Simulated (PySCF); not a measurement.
# A diatomic session: AlCu+

An exercise on one series of results from a longer session: the logs are not shown, and one member is left open.

Computed with PySCF 2.14.0. Level: Al def2-TZVPPD, Cu def2-TZVPPD, no relativity.

Set-up of the first run:

A driver script around PySCF takes these settings:

```
atoms                         : Al, Cu
charge                        : 1
basis                         : Al def2-TZVPPD, Cu def2-TZVPPD
Hamiltonian                   : no relativity
basis functions               : 115
electrons treated             : 41
masses in u                   : 26.9815, 62.9296
levels                        : PBE0, PBE, r²SCAN, B97-3, BP86, M06-2X, BHandHLYP, BLYP, LC-ωPBE, HF, MP2, SCS-MP2, CCSD, CCSD(T)
grid                          : 80 radial by 434 angular points
occupations                   : held fixed by the projection of orbital angular momentum
dissociation limit            : Al+ + Cu, each in its ground configuration
starting distance in angstrom : 2.430
values of 2S to try           : 1, 3
```

Run with:

```console
$ OMP_NUM_THREADS=2 python dia.py task.json out
```

Among the steps run: Set-up; PBE0 along the bond; PBE (GGA); r²SCAN (meta-GGA); B97-3 (global hybrid GGA); BP86; M06-2X; BHandHLYP (global hybrid GGA); BLYP (GGA); LC-ωPBE (range-separated hybrid); UHF (mean field); MP2 and coupled cluster.

One of the session's tables, all rows but one given; the rest of the session is left out.

Energy (eV) from each level's lowest point:

| R (Å) | UHF | UHF-MP2 | UHF-SCS-MP2 | UHF-CCSD | UHF-CCSD(T) |
| --- | --- | --- | --- | --- | --- |
| 2.114 | 0.819 | 0.240 | 0.318 | n/a | n/a |
| 2.212 | 0.514 | 0.084 | 0.135 | 0.223 | 0.161 |
| 2.311 | 0.306 | 0.014 | 0.040 | 0.094 | 0.054 |
| 2.384 | 0.197 | 0.000 | 0.008 | 0.039 | 0.015 |
| 2.458 | 0.118 | 0.009 | 0.000 | 0.010 | 0.000 |
| 2.532 | ? | ? | ? | ? | ? |
| 2.630 | 0.021 | 0.081 | 0.040 | 0.009 | 0.028 |
| 2.753 | 0.000 | 0.154 | 0.096 | 0.043 | 0.078 |
| 2.900 | 0.008 | 0.249 | 0.174 | 0.103 | 0.153 |
| 3.097 | 0.052 | 0.374 | 0.284 | n/a | n/a |

Estimate the missing values for R (Å) = 2.532.

Worked estimate for «UHF». A straight line through the neighbours (2.458, 0.118) and (2.630, 0.021) gives 0.118 + (0.021 − 0.118) × (2.532 − 2.458) / (2.630 − 2.458) = 0.076; a parabola fitted to 4 rows on both sides gives 0.066.

The run gave: UHF: 0.064; UHF-MP2: 0.033; UHF-SCS-MP2: 0.009; UHF-CCSD: 0.000; UHF-CCSD(T): 0.003. In «UHF» the line misses by +0.012 and the parabola by +0.002.

Limits of these values: Lowest PBE0 solution found, without spin–orbit coupling: ²Σ⁺ (doublet), unpaired electrons σ ↑. Warnings in the runs' records: inverted.
